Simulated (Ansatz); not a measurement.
**Mg2CuSi3: single point with PBE**

Mg2CuSi3:

```
CELL_PARAMETERS angstrom
2.66801 1.54038 3.86132
-2.66801 1.54038 3.86132
0.00000 -3.08075 3.86132
ATOMIC_POSITIONS crystal
Cu 0.00000 0.00000 0.00000
Si 0.00000 0.00000 0.50000
Si 0.50000 0.00000 0.00000
Si 0.00000 0.50000 0.00000
Mg 0.37272 0.37272 0.37272
Mg 0.62728 0.62728 0.62728
```

The cell comes from a database or a generator and needn't be the stable form of this composition.

```json
{
  "Program": "Ansatz 0.2.0",
  "Task": "single point",
  "Functional": "PBE",
  "Potentials or basis": "Ansatz PAW",
  "Cutoff": "420 eV (not typed: the program's choice for these potentials)",
  "k mesh": "6 × 6 × 6",
  "Occupations": "fermi-dirac, width 0.05 eV",
  "Spin": "no spin polarisation"
}
```

```yaml
Pressure: 0.2 GPa
Largest_force: 0.097 eV/Å
Band_gap_on_the_k_mesh: none (metal or under the smearing width)
```

Forces in eV/Å, atoms in the order of the input:
```
Cu   0.000  0.000  0.000
Si   0.000  0.000  0.000
Si   0.000  0.000  0.000
Si   0.000  0.000  0.000
Mg   0.000  0.000  0.097
Mg   0.000  0.000 -0.097
```

Stress tensor (GPa, compression positive):
```
-0.73  0.00  0.00
 0.00 -0.73  0.00
 0.00  0.00  1.97
```

Levels at points of the mesh, in eV from the Fermi level:
| k point | band 23 | band 24 | band 25 | band 26 | band 27 | band 28 | band 29 | band 30 |
| --- | --- | --- | --- | --- | --- | --- | --- | --- |
| (0.00, 0.00, 0.00) | -2.85 | -2.85 | -1.28 | -1.28 | -1.14 | -0.40 | 1.05 | 1.70 |
| (0.00, 0.00, -0.50) | -2.95 | -2.80 | -0.50 | -0.06 | 0.40 | 0.65 | 0.82 | 3.45 |
| (0.00, -0.50, -0.50) | -3.33 | 0.01 | 0.27 | 0.57 | 1.10 | 2.33 | 2.93 | 4.00 |
| (-0.50, -0.50, -0.50) | -2.85 | -2.85 | -1.62 | 1.67 | 1.67 | 2.14 | 2.87 | 2.87 |

Wall time 8.4 s on 2 threads of Intel(R) Xeon(R) Processor @ 2.50GHz (Skylake/Cascade Lake), with other jobs on the host, peak memory 0.43 GiB.
